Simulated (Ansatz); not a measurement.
Run this with the Ansatz DFT code, driven from Python and show what comes out.

The script, `scan_c2h6osn.py`:
```python
"""Stretching a bond of C2H6OSn, the rest held rigid."""

import ansatz as az
import numpy as np

geometry_ang = [
    ("C", [-0.3594, 0.8286, -1.5077]),
    ("O", [0.6824, 1.3326, -0.7768]),
    ("Sn", [1.4915, -0.2468, 0.0821]),
    ("C", [0.3045, -0.9749, 1.6346]),
    ("H", [-0.8839, 1.7308, -2.0417]),
    ("H", [-1.1663, 0.4196, -0.8574]),
    ("H", [-0.0521, 0.1611, -2.3013]),
    ("H", [-0.6913, -1.2965, 1.1833]),
    ("H", [0.042, -0.1621, 2.4174]),
    ("H", [0.7158, -1.8436, 2.1704]),
]
mol = az.Crystal.molecule()
for symbol, xyz in geometry_ang:
    mol = mol.atom(symbol, xyz)

symbols = [site.symbol for site in mol.cartesian_sites]
start = np.array([site.position_ang for site in mol.cartesian_sites])
axis = (start[2] - start[1]) / np.linalg.norm(start[2] - start[1])
moving = [2, 3, 7, 8, 9]
lengths, energies = [1.68, 1.81, 1.97, 2.17, 2.46, 2.96, 3.55, 4.34], []
for length in lengths:
    xyz = start.copy()
    xyz[moving] += (length - np.linalg.norm(start[2] - start[1])) * axis
    point = az.Crystal.molecule()
    for symbol, place in zip(symbols, xyz):
        point = point.atom(symbol, place.tolist())
    model = point.calculation().basis(gaussian="def2-SVP").correlation("MP2")
    rep = model.run(threads=1, pin="off").report
    energies.append(rep["free_energy_ev"])
    print(f"r = {length:6.3f} A  E = {energies[-1]:.5f} eV  <S^2> = {abs(rep['mean_field']['state']['spin_squared']):.3f}")

print("energy above the lowest point (eV):", [round(e - min(energies), 3) for e in energies])
```

```console
$ python scan_c2h6osn.py
r =  1.680 A  E = -10007.33740 eV  <S^2> = 0.000
r =  1.810 A  E = -10008.85184 eV  <S^2> = 0.000
r =  1.970 A  E = -10009.55435 eV  <S^2> = 0.000
r =  2.170 A  E = -10009.53989 eV  <S^2> = 0.000
r =  2.460 A  E = -10008.87357 eV  <S^2> = 0.000
r =  2.960 A  E = -10007.55601 eV  <S^2> = 0.000
r =  3.550 A  E = -10006.46932 eV  <S^2> = 0.000
r =  4.340 A  E = -10005.74695 eV  <S^2> = 0.000
energy above the lowest point (eV): [2.217, 0.703, 0.0, 0.014, 0.681, 1.998, 3.085, 3.807]
```

What to keep in mind:
- The settings weren't tested for convergence.
- The rest of the molecule is held rigid at a force-field or estimated start geometry, and the basis set is modest; single-reference methods fail as a bond breaks.
- def2 sets replace the cores of elements past krypton by effective core potentials.
- The orbitals are restricted, so S² is zero by construction.
- Toward dissociation an unrestricted state can lie under the restricted one, by tenths of an eV for polar bonds under a functional and by 1 to 2 eV or more for others.
- S² is that of the Hartree-Fock reference.
- Finished in 22 s on 1 thread of Arm Neoverse V1, on a shared host, peak memory 0.3 GiB.
